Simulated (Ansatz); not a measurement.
# CoNH+ (triplet): wave-function methods side by side, def2-QZVPP

An exercise on one series of results from a longer session: the logs are not shown, and one member is left open.

Method: def2-QZVPP, core rule «outside noble gas», up to 10 orbitals frozen; program: Ansatz 0.2.0, Gaussian basis.

The runs, in order: UHF; ROHF; CCSD(T) on UHF.

2 further runs of the same task are left out: 2 set aside as unsound or not needed. Runs told in other sessions of the task aren't counted.

### The system

The geometry is a PBE0/def2-TZVP stationary point (not a proven minimum) of the parent state, kept for this charge and spin.

3 atoms, charge 1, spin multiplicity 3.

Atoms are counted from 1 here; the program's logs count them from 0.

Bond lengths: Co1–N2 1.544 Å, N2–H3 1.034 Å. Angles: Co1–N2–H3 180.0°.

Geometry (Å):

| atom | x (Å) | y (Å) | z (Å) |
| --- | --- | --- | --- |
| Co1 | 0.00000 | 0.00000 | 1.37400 |
| N2 | 0.00000 | 0.00000 | -0.17000 |
| H3 | 0.00000 | 0.00000 | -1.20400 |

Set-up of the first run:

in.yaml

```yaml
crystal:
  periodic: [false, false, false]
  atoms:
    - {symbol: Co, position_ang: [0.000000, 0.000000, 1.374000]}
    - {symbol: N, position_ang: [0.000000, 0.000000, -0.170000]}
    - {symbol: H, position_ang: [0.000000, 0.000000, -1.204000]}
basis:
  gaussian: {orbitals: "def2-QZVPP.json"}
total_charge: 1
magnetization: {spin_polarized: true, initial_magnetization: 2}
hamiltonian: {xc: hf}
output: {orbitals: {seedname: orbitals}}
```

Started as:

```
> ansatz run in.yaml --threads 1 --pin off --events-out ev --progress --plain --max-ram 4096MiB --backend cpu
```

Steps of the session up to this table: UHF; ROHF; CCSD(T) on UHF.

One table of the session follows, with a row left open; its other results are not shown here.

| method | from UCCSD(T) (kJ/mol) |
| --- | --- |
| ROHF | ? |
| UHF | +1359.7 |
| UMP2 | +148.6 |
| UCCSD | +73.8 |
| UCCSD(T) | 0 |

Q: Estimate the row for ROHF from the others.

The run gave: from UCCSD(T) (kJ/mol): +1596.4. In the column «from UCCSD(T) (kJ/mol)» it is the highest.

Limits of these values: The determinant of HF (⟨S²⟩ 2.88) is far from a pure spin state, so its energy mixes those of several spin states; that is harmless only where they are near-degenerate. The determinant of CCSD(T) (⟨S²⟩ 2.88) is far from a pure spin state, so its energy mixes those of several spin states; high orders of coupled cluster remove much of that, low ones don't.
